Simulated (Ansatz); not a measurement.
# Ti: a trial structure relaxed

Where does Ti go from the start given, trigonal selenium type (P3_121, No. 152)?

Method: DFT r2SCAN, scalar-relativistic, plane waves, PAW, in Ansatz 0.2.0.

## 1. Starting point

It takes space group P3_121 (No. 152, trigonal). The conventional cell has a = 3.756 Å, b = 3.756 Å, c = 4.262 Å, α = 90.00°, β = 90.00°, γ = 120.00°. Around Ti (site symmetry 2) lie 2 Ti at 2.04 Å.

As a file:

```xyz
3
Lattice="3.7565 0.0000 0.0000 -1.8782 3.2532 0.0000 0.0000 0.0000 4.2619" Properties=species:S:1:pos:R:3 pbc="T T T"
Ti    0.8467    0.0000    1.4206
Ti   -0.4234    0.7333    2.8412
Ti    1.4549    2.5199    0.0000
```

(A quick probe on a coarse mesh, which set the mesh and smearing, is not shown.)

## 3. Coarse relaxation

Contents of input.yaml:

```yaml
crystal:
  lattice:
    - [3.7564926717, 0.0, 0.0]
    - [-1.8782463359, 3.2532180829, 0.0]
    - [0.0, 0.0, 4.2618666842]
  atoms:
    - { symbol: Ti, position: [0.2254, 0.0, 0.3333333333] }
    - { symbol: Ti, position: [0.0, 0.2254, 0.6666666667] }
    - { symbol: Ti, position: [0.7746, 0.7746, 0.0] }
basis:
  ecutwfc: 500
kpoints:
  mp_grid: { grid: [6, 6, 4] }
hamiltonian:
  xc: r2scan
scf:
  occupations: { method: gaussian, width: 0.1 }
  lower_state_search: "off"
output:
  forces: true
  stress: true
  eigenvalues: true
relax:
  adjacent_minimum: "off"
  f_tol: 0.04
  max_steps: 70
  cell: { stress_tol: 0.4 }
```

The session goes on with these runs: rough relaxation on the coarse mesh; the relaxation.

**Question.** What will these runs give?

The runs gave:

| quantity | value |
| --- | --- |
| cell (conventional) | a = 3.252 Å, b = 3.252 Å, c = 3.252 Å, α = 90.00°, β = 90.00°, γ = 90.00° |
| space group | Im-3m (No. 229) |
| volume | 17.20 Å³/atom |
| gap on the mesh | none (metal) |

**Reading.** The structure ended in another space group than at the start: P3_121 to Im-3m.
